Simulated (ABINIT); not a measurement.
Crystal: HfMoC2.

```
CELL_PARAMETERS angstrom
3.19142 0.00000 0.00000
0.00000 3.19142 0.00000
0.00000 0.00000 4.48516
ATOMIC_POSITIONS crystal
Hf 0.00000 0.00000 0.00000
Mo 0.50000 0.50000 0.50000
C 0.50000 0.50000 0.00000
C 0.00000 0.00000 0.50000
```

The cell comes from a database or a generator and needn't be the stable form of this composition.

| Quantity | Value |
| --- | --- |
| Program | ABINIT 10.8.3 (patched build) |
| Task | relaxation of cell and atoms |
| Functional | PBEsol |
| Potentials or basis | PseudoDojo NC SR PBEsol v0.4.1 standard |
| Cutoff | 1116 eV |
| k mesh | 5 × 5 × 4 |
| Occupations | fermi-dirac, width 0.05 eV |
| Spin | no spin polarisation |

At the start: pressure -8.0 GPa; volume 11.42 Å³/atom.

Q: Where does the relaxation end?

A: Over 5 steps the energy falls by 10.2 meV/atom and the volume is 11.10 Å³/atom (-2.8 %); space group P4/mmm (No. 123, to 0.05 Å).

Step by step:
```csv
step,energy change (eV),largest force (eV/Å),pressure (GPa),volume (Å³)
1,0.0000,0.0000,-8.01,45.68
2,-0.0383,0.0000,-1.14,44.57
3,-0.0405,0.0000,0.29,44.36
4,-0.0407,0.0000,0.14,44.38
5,-0.0407,0.0000,0.00,44.41
```

Final structure:
```xyz
4
Lattice="3.1483 0.0000 0.0000 0.0000 3.1483 0.0000 0.0000 0.0000 4.4799" Properties=species:S:1:pos:R:3 pbc="T T T"
Hf    0.0000    0.0000    0.0000
Mo    1.5742    1.5742    2.2400
C     1.5742    1.5742    0.0000
C     0.0000    0.0000    2.2400
```

Caveat: the k mesh is coarse (spacing up to 0.39 Å⁻¹), so the values aren't converged; the highest band is partly filled, so the run has too few bands.
